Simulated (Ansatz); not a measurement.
**BH₃Br (doublet): the correlation ladder at distance B1–H4 along a hydrogen transfer = 1.110 Å, cc-pVDZ**

One table from this session's results is given with a row withheld; the runs are named, their logs left out.

The runs use Ansatz 0.2.0, Gaussian basis; cc-pVDZ, core rule «outside noble gas», up to 15 orbitals frozen.

Plan: UHF; CCSD(T) on ROHF; CCSD(T) on UHF; BCCD(T) on ROHF; CISD; CCSDT(Q) on ROHF; CCSDT(Q) on UHF; CASSCF and MRCISD+Q, 3 electrons in 3 orbitals; CASSCF and NEVPT2, 3 electrons in 3 orbitals.

16 further runs of the same task are left out: 9 for a known fault of the program, 1 for a mislabelled method, 6 that didn't finish.

### The system

The geometry derives from fragments relaxed apart (PBE0/def2-TZVP) and kept rigid, so it is no stationary point. A hydrogen atom is moved between rigid fragments. No spin-orbit coupling is included. The filled d shell of Br may be among the frozen orbitals whatever the setting's name suggests; the logs give the count.

5 atoms, charge 0, spin multiplicity 2.

Atoms are counted from 1 here; the program's logs count them from 0.

Bond lengths: B1–H2 1.193 Å, B1–H3 1.193 Å, B1–H4 1.110 Å. Angles: H2–B1–H3 120.0°, H2–B1–H4 120.0°, H3–B1–H4 120.0°.

Set-up of the first run:

in.yaml reads:

```yaml
crystal:
  periodic: [false, false, false]
  atoms:
    - {symbol: B, position_ang: [-2.627938, 0.000000, 0.000000]}
    - {symbol: H, position_ang: [-3.224671, 1.033571, 0.000000]}
    - {symbol: H, position_ang: [-3.224671, -1.033571, 0.000000]}
    - {symbol: H, position_ang: [-1.517938, 0.000000, 0.000000]}
    - {symbol: Br, position_ang: [0.456062, 0.000000, 0.000000]}
basis:
  gaussian: {orbitals: cc-pVDZ}
magnetization: {spin_polarized: true, initial_magnetization: 1}
hamiltonian: {xc: hf}
output: {orbitals: {seedname: orbitals}}
```

The run is started by

```console
$ ansatz run in.yaml --threads 1 --pin off --events-out ev --progress --plain --max-ram 2393MiB
```

Among the steps run: UHF; CCSD(T) on ROHF; CCSD(T) on UHF; BCCD(T) on ROHF; CISD; CCSDT(Q) on ROHF; CCSDT(Q) on UHF; CASSCF and MRCISD+Q, 3 electrons in 3 orbitals; CASSCF and NEVPT2, 3 electrons in 3 orbitals.

One table of the session follows, with a row left open; its other results are not shown here.

| method | from UCCSDT(Q) (meV) |
| --- | --- |
| ROHF | +6465.6 |
| UHF | +6352.5 |
| RMP2 | +1103.8 |
| UMP2 | +1118.5 |
| CISD | +586.5 |
| RCCSD | ? |
| UCCSD | +107.7 |
| RCCSD(T) | +24.3 |
| UCCSD(T) | +22.5 |
| BCCD(T) | +24.4 |
| RCCSDT | +7.8 |
| UCCSDT | +6.0 |
| RCCSDT(Q) | +1.8 |
| UCCSDT(Q) | 0 |
| CASSCF pair | +6106.5 |
| NEVPT2 pair | +1113.6 |
| MRCISD pair | +534.7 |
| MRCISD+Q pair | +15.3 |

Estimate the missing values for RCCSD.

The run gave: from UCCSDT(Q) (meV): +111.7. In the column «from UCCSDT(Q) (meV)» it lies between UCCSD (+107.7) and MRCISD pair (+534.7).

Among the levels timed on like hardware and quicker than the yardstick, those that no quicker one beats, quickest first: CISD (4.7 s, +586.5 meV); MRCISD+Q pair (7 s, +15.3 meV).

Caveats from the session: Of the multireference levels listed MRCISD+Q pair comes nearest in total energy (+15.3 meV), which doesn't show that its space is the better one. Restricted and unrestricted rows rest on different reference determinants; where their highest levels disagree by more than a few hundredths of an eV, they describe different states and don't form one ladder.
